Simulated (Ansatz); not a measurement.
# Sn2Pd: the cost of one run

Method: DFT PBEsol, scalar-relativistic, plane waves, PAW, in Ansatz 0.2.0.

1 further run of the same task is left out (set aside as unsound or not needed).

## Step 1: The starting structure

Symmetry: I4_1/acd, No. 142, tetragonal system. The conventional cell has a = 6.492 Å, b = 6.492 Å, c = 24.348 Å, α = 90.00°, β = 90.00°, γ = 90.00°. Around Sn (site symmetry 2) lie 4 Pd at 2.83 Å and 3 Sn at 2.90 to 3.16 Å. Sn (site symmetry 2) is surrounded by 4 Pd at 2.80 to 2.82 Å and 6 Sn at 3.16 to 3.25 Å. Around Pd (site symmetry 2) lie 8 Sn at 2.80 to 2.83 Å and 1 Pd at 2.84 Å.

Coordinates:

```
Sn Pd
1.0
    -3.24582    3.24582   12.17390
     3.24582   -3.24582   12.17390
     3.24582    3.24582  -12.17390
Sn Pd
16 8
Direct
  0.40819 0.40819 0.31639
  0.15819 0.34181 0.50000
  0.09181 0.09181 0.68361
  0.84181 0.65819 0.50000
  0.34181 0.84181 0.18361
  0.59181 0.90819 0.00000
  0.65819 0.15819 0.81639
  0.90819 0.59181 0.00000
  0.12500 0.62211 0.99711
  0.37211 0.87500 0.99711
  0.62500 0.12789 0.00289
  0.87789 0.37500 0.00289
  0.62500 0.62789 0.50289
  0.37789 0.37500 0.50289
  0.12500 0.12211 0.49711
  0.87211 0.87500 0.49711
  0.44173 0.44173 0.00000
  0.19173 0.69173 0.50000
  0.80827 0.30827 0.50000
  0.05827 0.05827 0.00000
  0.30827 0.80827 0.50000
  0.55827 0.55827 0.00000
  0.94173 0.94173 0.00000
  0.69173 0.19173 0.50000
```

This cell was relaxed beforehand with the same method: volume 21.38 Å³/atom, gap on the mesh none (metal).

## Step 2: A stricter relaxation, with the smearing for a metal

Response runs need a geometry at rest under their own mesh and occupations; hence this stricter relaxation.

Input file input.yaml:

```yaml
crystal:
  lattice:
    - [-3.2458170236, 3.2458170236, 12.1738967207]
    - [3.2458170236, -3.2458170236, 12.1738967207]
    - [3.2458170236, 3.2458170236, -12.1738967207]
  atoms:
    - { symbol: Sn, position: [0.4081936171, 0.4081936171, 0.3163872342] }
    - { symbol: Sn, position: [0.1581936171, 0.3418063829, 0.5] }
    - { symbol: Sn, position: [0.0918063829, 0.0918063829, 0.6836127658] }
    - { symbol: Sn, position: [0.8418063829, 0.6581936171, 0.5] }
    - { symbol: Sn, position: [0.3418063829, 0.8418063829, 0.1836127658] }
    - { symbol: Sn, position: [0.5918063829, 0.9081936171, 0.0] }
    - { symbol: Sn, position: [0.6581936171, 0.1581936171, 0.8163872342] }
    - { symbol: Sn, position: [0.9081936171, 0.5918063829, 0.0] }
    - { symbol: Sn, position: [0.125, 0.6221123951, 0.9971123951] }
    - { symbol: Sn, position: [0.3721123951, 0.875, 0.9971123951] }
    - { symbol: Sn, position: [0.625, 0.1278876049, 0.0028876049] }
    - { symbol: Sn, position: [0.8778876049, 0.375, 0.0028876049] }
    - { symbol: Sn, position: [0.625, 0.6278876049, 0.5028876049] }
    - { symbol: Sn, position: [0.3778876049, 0.375, 0.5028876049] }
    - { symbol: Sn, position: [0.125, 0.1221123951, 0.4971123951] }
    - { symbol: Sn, position: [0.8721123951, 0.875, 0.4971123951] }
    - { symbol: Pd, position: [0.4417286134, 0.4417286134, 0.0] }
    - { symbol: Pd, position: [0.1917286134, 0.6917286134, 0.5] }
    - { symbol: Pd, position: [0.8082713866, 0.3082713866, 0.5] }
    - { symbol: Pd, position: [0.0582713866, 0.0582713866, 0.0] }
    - { symbol: Pd, position: [0.3082713866, 0.8082713866, 0.5] }
    - { symbol: Pd, position: [0.5582713866, 0.5582713866, 0.0] }
    - { symbol: Pd, position: [0.9417286134, 0.9417286134, 0.0] }
    - { symbol: Pd, position: [0.6917286134, 0.1917286134, 0.5] }
basis:
  ecutwfc: 420
kpoints:
  mp_grid: { grid: [8, 8, 8] }
hamiltonian:
  xc: pbesol
scf:
  occupations: { method: fermi_dirac, width: 0.15 }
output:
  forces: true
  stress: true
  eigenvalues: true
relax:
  adjacent_minimum: "off"
  f_tol: 0.001
  max_steps: 60
  cell: { stress_tol: 0.01 }
```

Launch:

```bash
$ ansatz run input.yaml --threads 8 --pin off --max-ram 22528MiB --backend cpu --events-out ev --progress --plain --runs-dir out
```

Q: Estimate wall time and peak memory on 8 threads of AMD EPYC (Zen 3), shared host.

About 10 min, with a peak of 7.2 GiB.
